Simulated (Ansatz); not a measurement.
**BClH2S2: one species, many methods**

The task here is to estimate one member of a computed series from the others.

Computed with Ansatz 0.2.0, Gaussian basis. Level: functionals in def2-TZVPP, the program's frozen cores in correlated methods.

Plan: LDA (SPW92), PBE-D4, revPBE-D4, BLYP-D4, r2SCAN-D4, B97M-V, PBE0-D4, B3LYP-D4, r2SCANh-D4, r2SCAN0-D4, HSE06-D4, BHLYP-D4, CAM-B3LYP-D4, LC-ωPBE, ωB97X-V, ωB97M-V, B2PLYP, PBE-QIDH; CCSD(T)/def2-SVP; CCSD(T)/def2-TZVPP; MP2/def2-QZVPP; extrapolation to the limit; RPA on PBE.

### The geometry

An earlier PBE0-D4 in a triple-zeta def2 set relaxation fixed the geometry.

SMILES `SB(S)Cl`, 6 atoms, charge 0, spin multiplicity 1.

Atoms are counted from 1 here; the program's logs count them from 0.

Bond lengths: S1–B2 1.795 Å, S1–H5 1.343 Å, B2–S3 1.795 Å, B2–Cl4 1.755 Å, S3–H6 1.344 Å. Angles: B2–S1–H5 96.6°, S1–B2–S3 121.3°, S1–B2–Cl4 121.9°, S3–B2–Cl4 116.8°, B2–S3–H6 96.9°.

As a file:

```
S    -0.17134    1.32481   -0.60005
B    -0.12925   -0.36459    0.00622
S     1.12568   -0.90755    1.16894
Cl   -1.30565   -1.56358   -0.50395
H    -1.24751    1.17938   -1.38983
H     1.77027    0.26743    1.27257
```

The first run:

in.yaml reads:

```yaml
crystal:
  periodic: [false, false, false]
  atoms:
    - {symbol: S, position_ang: [-0.171343, 1.324810, -0.600054]}
    - {symbol: B, position_ang: [-0.129250, -0.364588, 0.006225]}
    - {symbol: S, position_ang: [1.125680, -0.907553, 1.168937]}
    - {symbol: Cl, position_ang: [-1.305650, -1.563576, -0.503952]}
    - {symbol: H, position_ang: [-1.247507, 1.179379, -1.389828]}
    - {symbol: H, position_ang: [1.770271, 0.267427, 1.272573]}
basis:
  gaussian: {orbitals: def2-TZVPP}
hamiltonian: {xc: lda}
output: {orbitals: {seedname: orbitals}}
```

Started as:

```sh
ansatz run in.yaml --threads 4 --pin off --events-out ev --progress --plain --max-ram 10444MiB
```

Among the steps run: LDA; PBE-D4 (GGA); revPBE-D4 (GGA); BLYP-D4 (GGA); r2SCAN-D4 (meta-GGA); B97M-V (meta-GGA); B3LYP-D4 (hybrid); r2SCANh-D4 (hybrid); r2SCAN0-D4 (hybrid); HSE06-D4 (hybrid); BHLYP-D4 (hybrid); CAM-B3LYP-D4 (range-separated); LC-ωPBE (range-separated); ωB97X-V (range-separated); ωB97M-V (range-separated); B2PLYP (double hybrid); PBE-QIDH (double hybrid).

One of the session's tables, all rows but one given; the rest of the session is left out.

It belongs to the step «Frontier levels by functional». 

| functional | HOMO (eV) | gap (eV) |
| --- | --- | --- |
| LDA (SPW92) | -6.70 | 4.61 |
| PBE-D4 | -6.58 | 4.70 |
| revPBE-D4 | -6.53 | 4.74 |
| BLYP-D4 | -6.39 | 4.71 |
| r2SCAN-D4 | ? | ? |
| B97M-V | -6.93 | 5.45 |
| PBE0-D4 | -7.76 | 6.76 |
| B3LYP-D4 | -7.50 | 6.36 |
| r2SCANh-D4 | -7.30 | 5.98 |
| r2SCAN0-D4 | -7.95 | 7.10 |
| HSE06-D4 | -7.36 | 5.99 |
| BHLYP-D4 | -8.79 | 8.89 |
| CAM-B3LYP-D4 | -9.03 | 9.20 |
| LC-ωPBE | -10.44 | 11.63 |
| ωB97X-V | -10.07 | 11.25 |
| ωB97M-V | -9.87 | 10.95 |

Estimate the missing values for r2SCAN-D4.

Worked estimate for «HOMO (eV)». Against the share of exact exchange, r2SCANh-D4 (0.1, -7.30), r2SCAN0-D4 (0.25, -7.95) give a slope of -4.33 per unit share; at 0 the line stands at -6.87.

As computed: HOMO (eV): -6.87; gap (eV): 5.23. In «HOMO (eV)» the line misses by 0.00.
